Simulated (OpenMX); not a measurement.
NbCu:

```xyz
2
Lattice="0.0000 2.5622 2.5622 2.5622 0.0000 2.5622 2.5622 2.5622 0.0000" Properties=species:S:1:pos:R:3 pbc="T T T"
Nb    0.0000    0.0000    0.0000
Cu    2.5622    2.5622    2.5622
```

The cell was built by a generator and needn't be a form met in nature.

Base run:

| Quantity | Value |
| --- | --- |
| Program | OpenMX 3.8.5 |
| Functional | PBE |
| Potentials or basis | OpenMX 2013 PBE set, Nb7.0-s3p2d1, Cu6.0H-s2p2d1, grid cutoff 500 Ry |
| k mesh | 7 × 7 × 7 |
| Occupations | fermi-dirac, width 0.05 eV |
| Spin | no spin polarisation |

Its results: pressure 0.4 GPa.

The run is repeated on the same cell with these changes: potentials or basis from OpenMX 2013 PBE set, Nb7.0-s3p2d1, Cu6.0H-s2p2d1, grid cutoff 500 Ry to OpenMX 2013 PBE set, Nb7.0-s3p2d2, Cu6.0H-s3p2d2, grid cutoff 500 Ry. What comes out?

Pressure 1.5 GPa.

Caveats: the basis of atomic orbitals isn't converged, which shifts pressures, moduli and gaps; the transition metal has a single d function, too few for pressures, volumes and moments (some runs).
